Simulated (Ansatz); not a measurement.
**SiNi3: further runs on the relaxed cell**

This session takes SiNi3 and sets out to relax it again with other functionals.

The COD entry's cell or inner coordinates are ideal or old and differ from later refinements, so a difference from it is no clean test against experiment.

Computed with Ansatz 0.2.0 (DFT PBE, scalar-relativistic, plane waves, PAW, unless a step's input says otherwise).

1 further run of the same task is left out (set aside as unsound or not needed).

### Step 1. The structure to begin with

It takes space group Pm-3m (No. 221, cubic). Conventional cell: a = 3.506 Å, b = 3.506 Å, c = 3.506 Å, α = 90.00°, β = 90.00°, γ = 90.00°. Si (site symmetry m-3m) has 12 Ni at 2.48 Å as nearest neighbours. Around Ni (site symmetry 4/mmm) lie 4 Si at 2.48 Å and 8 Ni at 2.48 Å.

Structure file:

```xyz
4
Lattice="3.5063 0.0000 0.0000 0.0000 3.5063 0.0000 0.0000 0.0000 3.5063" Properties=species:S:1:pos:R:3 pbc="T T T"
Si    0.0000    0.0000    0.0000
Ni    0.0000    1.7531    1.7531
Ni    1.7531    0.0000    1.7531
Ni    1.7531    1.7531    0.0000
```

It is the result of an earlier relaxation at this level (volume 10.78 Å³/atom; gap on the mesh: none (metal)).

### Step 2. The cell under PBEsol

input.yaml reads:

```yaml
crystal:
  lattice:
    - [3.5062675435, 0.0, 0.0]
    - [0.0, 3.5062675435, 0.0]
    - [0.0, 0.0, 3.5062675435]
  atoms:
    - { symbol: Si, position: [0.0, 0.0, 0.0] }
    - { symbol: Ni, position: [0.0, 0.5, 0.5] }
    - { symbol: Ni, position: [0.5, 0.0, 0.5] }
    - { symbol: Ni, position: [0.5, 0.5, 0.0] }
basis:
  ecutwfc: 420
kpoints:
  mp_grid: { grid: [12, 12, 12] }
hamiltonian:
  xc: pbesol
scf:
  occupations: { method: gaussian, width: 0.1 }
output:
  forces: true
  stress: true
  eigenvalues: true
relax:
  adjacent_minimum: "off"
  f_tol: 0.005
  max_steps: 50
  cell: { stress_tol: 0.05 }
```

Launch:

```
> ansatz run input.yaml --threads 1 --pin off --max-ram 2560MiB --backend cpu --events-out ev --progress --plain --runs-dir out
```

### Step 3. The cell under PBE+D3(BJ)

Changes to input.yaml since step 2:

```diff
@@ -15,3 +15,4 @@
 hamiltonian:
-  xc: pbesol
+  xc: pbe
+  dispersion: d3bj
 scf:
```

### Step 4. The cell under LDA

Changes to input.yaml since step 3:

```diff
@@ -15,4 +15,3 @@
 hamiltonian:
-  xc: pbe
-  dispersion: d3bj
+  xc: lda
 scf:
```

### Step 5. Relaxing with r2SCAN

Changes to input.yaml since step 4:

```diff
@@ -11,3 +11,3 @@
 basis:
-  ecutwfc: 420
+  ecutwfc: 500
 kpoints:
@@ -15,3 +15,3 @@
 hamiltonian:
-  xc: lda
+  xc: r2scan
 scf:
```

(Steps that only read results are left out.)

What does the calculation give?

**Answer**, as computed:

The volumes rise in the order LDA, PBEsol, r2SCAN, PBE+D3(BJ), PBE, over 7.0 %. PBE comes nearest to the reported cell (-3.0 %), which holds thermal expansion that these runs lack. The final runs have no spin polarisation, so no magnetic state was tried and one may lie lower.
